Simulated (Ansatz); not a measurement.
# C4H6F4: basis-set convergence

An exercise on one series of results from a longer session: the logs are not shown, and one member is left open.

Method: one geometry, several basis sets; program: Ansatz 0.2.0, Gaussian basis.

Levels to be run: PBE0-D4/def2-SVP; ωB97M-V/def2-SVP; PBE0-D4/def2-QZVPP; ωB97M-V/def2-QZVPP; the functionals' def2-TZVPP values are taken from earlier runs.

### The geometry

The geometry comes from an earlier relaxation with PBE0-D4 in a triple-zeta def2 set; it is a stationary point, not always the lowest conformer.

SMILES `FC[C@@H](F)[C@H](F)CF`, 14 atoms, charge 0, spin multiplicity 1.

Atoms are counted from 1 here; the program's logs count them from 0.

Bond lengths: F1–C2 1.376 Å, C2–C3 1.506 Å, C2–H9 1.092 Å, C2–H10 1.094 Å, C3–F4 1.384 Å, C3–C5 1.513 Å, C3–H11 1.096 Å, C5–F6 1.384 Å, C5–C7 1.506 Å, C5–H12 1.096 Å, C7–F8 1.376 Å, C7–H13 1.092 Å, C7–H14 1.094 Å. Angles: F1–C2–C3 109.7°, F1–C2–H9 108.8°, F1–C2–H10 108.5°, C3–C2–H9 110.2°, C3–C2–H10 110.1°, H9–C2–H10 109.5°, C2–C3–F4 109.3°, C2–C3–C5 112.2°, C2–C3–H11 109.3°, F4–C3–C5 110.0°, F4–C3–H11 107.2°, C5–C3–H11 108.8°, C3–C5–F6 110.0°, C3–C5–C7 112.2°, C3–C5–H12 108.8°, F6–C5–C7 109.3°, F6–C5–H12 107.2°, C7–C5–H12 109.3° and more.

Set-up of the first run:

Input file in.yaml:

```yaml
crystal:
  periodic: [false, false, false]
  atoms:
    - {symbol: F, position_ang: [-1.590384, -1.489973, 2.082551]}
    - {symbol: C, position_ang: [-0.864908, -0.396157, 1.669256]}
    - {symbol: C, position_ang: [-0.447440, -0.576554, 0.233932]}
    - {symbol: F, position_ang: [-1.561342, -0.478445, -0.581498]}
    - {symbol: C, position_ang: [0.594339, 0.435714, -0.190633]}
    - {symbol: F, position_ang: [0.225229, 1.700049, 0.234274]}
    - {symbol: C, position_ang: [0.797289, 0.452402, -1.682446]}
    - {symbol: F, position_ang: [1.928587, 1.173400, -1.988861]}
    - {symbol: H, position_ang: [-1.485360, 0.496143, 1.772761]}
    - {symbol: H, position_ang: [0.018538, -0.303156, 2.308611]}
    - {symbol: H, position_ang: [-0.036350, -1.584272, 0.100749]}
    - {symbol: H, position_ang: [1.544008, 0.193297, 0.300887]}
    - {symbol: H, position_ang: [-0.059198, 0.916955, -2.174883]}
    - {symbol: H, position_ang: [0.923992, -0.568602, -2.055801]}
basis:
  gaussian: {orbitals: def2-SVP}
hamiltonian: {xc: pbe0, dispersion: d4}
output: {orbitals: {seedname: orbitals}}
```

On the command line:

```sh
ansatz run in.yaml --threads 2 --pin off --events-out ev --progress --plain --max-ram 32768MiB --backend cpu
```

Among the steps run: PBE0-D4 in def2-SVP; ωB97M-V in def2-SVP; PBE0-D4 in def2-QZVPP; ωB97M-V in def2-QZVPP.

One table of the session follows, with a row left open; its other results are not shown here.

```
functional       basis  HOMO (eV)  LUMO (eV)
   PBE0-D4    def2-SVP      -9.30       1.28
   PBE0-D4  def2-TZVPP      -9.48       0.83
   PBE0-D4  def2-QZVPP      -9.53       0.42
   ωB97M-V    def2-SVP          ?          ?
   ωB97M-V  def2-TZVPP     -11.87       2.33
   ωB97M-V  def2-QZVPP     -11.93       1.64
```

Q: Estimate the row for ωB97M-V, def2-SVP from the others.

The run gave: HOMO (eV): -11.68; LUMO (eV): 3.01. In the column «HOMO (eV)» it lies between ωB97M-V, def2-TZVPP (-11.87) and PBE0-D4, def2-QZVPP (-9.53).
